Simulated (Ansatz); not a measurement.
## MoF₆, space group Im-3m: band-curvature effective masses by finite differences, step by step

With Ansatz's Python interface.

Typed at the interpreter:
```pycon
>>> import warnings
>>> import ansatz as az
>>> import numpy as np
>>> warnings.simplefilter('ignore', az.DeckWarning)
>>> lattice = az.Lattice.of(
...     (-3.167343, 3.167343, 3.167343),
...     (3.167343, -3.167343, 3.167343),
...     (3.167343, 3.167343, -3.167343),
... )
>>> sites = [
...     ('Mo', (0.0, 0.0, 0.0)),
...     ('F', (0.710671, 0.710671, 0.0)),
...     ('F', (0.289329, 0.289329, 0.0)),
...     ('F', (0.0, 0.289329, 0.289329)),
...     ('F', (0.0, 0.710671, 0.710671)),
...     ('F', (0.710671, 0.0, 0.710671)),
...     ('F', (0.289329, 0.0, 0.289329)),
... ]
>>> xtal = az.Crystal(lattice=lattice)
>>> for symbol, position in sites:
...     xtal = xtal.atom(symbol, position)
...
>>> [site.symbol for site in xtal.resolved().sites]
['Mo', 'F', 'F', 'F', 'F', 'F', 'F']
>>> calc = xtal.calculation()
>>> calc = calc.functional('pbesol').kpoints(4, center='gamma')
>>> calc = calc.occupations('fixed')
>>> # step 1: where the edges lie on the mesh
>>> result = calc.band_table().run()

>>> rep = result.report
>>> rep['converged'], rep['free_energy_ev']
(True, -9700.984145522896)
>>> rep['mixing_algorithm'], rep['preconditioner'], rep['eigensolver']
('MSR1', 'Resta', 'band_cg')
>>> levels = np.array(rep['eigenvalues_ev'])
>>> filled = round(rep['n_electrons'] / 2)
>>> edges = {'top filled band': (filled - 1, levels[:, filled - 1].argmax()), 'lowest empty band': (filled, levels[:, filled].argmin())}
>>> gap = levels[:, filled].min() - levels[:, filled - 1].max()
>>> print(f'gap on the mesh {gap:.3f} eV')
gap on the mesh 4.321 eV
>>> if gap <= 0.05:
...     print('no gap: band-edge masses have no meaning here')
...     edges = {}
...
>>> reciprocal = 2 * np.pi * np.linalg.inv(result.lattice.cell_ang).T
>>> step = 0.02  # 1/A
>>> # m/m_e = (hbar^2/m_e) / (d2E/dk2), with hbar^2/m_e = 7.61996 eV A^2
>>> # a slope that is not zero means that the extremum lies off this mesh point
>>> pairs = [(0, 1), (0, 2), (1, 2)]
>>> moves = [sign * axis for axis in np.eye(3) for sign in (-1, 1)]
>>> moves += [s1 * np.eye(3)[i] + s2 * np.eye(3)[j] for i, j in pairs for s1 in (1, -1) for s2 in (1, -1)]
>>> for name, (band, index) in edges.items():
...     together = int(np.sum(np.abs(levels[index] - levels[index, band]) < 2e-3))
...     print(name, 'at k =', np.round(rep['kpoints_frac'][index], 4), f'E = {levels[index, band]:.4f} eV, degeneracy {together}')
...     centre = np.array(rep['kpoints_frac'][index]) @ reciprocal
...     points = [centre] + [centre + step * move for move in moves]
...     table = calc.band_structure(points, intervals=1, cartesian=True).run().band_structure().channels[0].eigenvalues_ev
...     if together > 1:
...         level = np.flatnonzero(np.abs(levels[index] - levels[index, band]) < 2e-3)
...         along = (table[1, level] + table[2, level] - 2 * table[0, level]) / step ** 2
...         print('  degenerate level, no single mass tensor; masses of its branches along x:', np.round(7.61996 / along, 3), 'm_e')
...         continue
...     e = table[:, band]
...     hessian = np.diag((e[1:7:2] + e[2:7:2] - 2 * e[0]) / step ** 2)
...     for (i, j), (pp, pm, mp, mm) in zip(pairs, e[7:].reshape(3, 4)):
...         hessian[i, j] = hessian[j, i] = (pp - pm - mp + mm) / (4 * step ** 2)
...     curvatures, axes = np.linalg.eigh(hessian)
...     slope = (e[2:7:2] - e[1:7:2]) / (2 * step)
...     print('  slope (eV A):', np.round(slope, 3) + 0.0, '' if np.abs(slope).max() < 0.05 else '- no extremum here, so these are local curvatures and no band-edge masses')
...     for curvature, axis in zip(curvatures, axes.T):
...         print(f'  principal mass {7.61996 / curvature:8.3f} m_e along', np.round(axis, 2) + 0.0)
...
top filled band at k = [0. 0. 0.] E = -2.6921 eV, degeneracy 3
  degenerate level, no single mass tensor; masses of its branches along x: [ -6.135  -6.135 -42.727] m_e
lowest empty band at k = [0.   0.25 0.25] E = 1.6287 eV, degeneracy 1
  slope (eV A): [-0.067 -0.117 -0.117] - no extremum here, so these are local curvatures and no band-edge masses
  principal mass   85.806 m_e along [ 0.   -0.71  0.71]
  principal mass   10.504 m_e along [0.49 0.62 0.62]
  principal mass    5.738 m_e along [-0.87  0.35  0.35]
```

Absolute energies stand on the zero of these potentials, so only differences at equal settings mean something. A total without «per atom» is that of the cell as typed. The run is spin-unpolarised. Semilocal gaps usually lie well under measured ones. This cell is a computed structure, which may not be the phase found in nature. Gaps and levels are Kohn-Sham values on a finite set of k-points, without spin-orbit coupling. The masses are finite-difference curvatures at extrema found on a coarse mesh, which needn't be the true band edges; a step that is long against the gap makes them too heavy. Negative values are curvatures of valence bands (the hole mass is their size). Spin-orbit coupling is left out, and light masses scale with the Kohn-Sham gap. It ran for 8.8 s on 1 thread of Arm Neoverse V1, on a shared host, peak memory 0.42 GiB.

(Lines on the test bed's own set-up are left out of the output.)
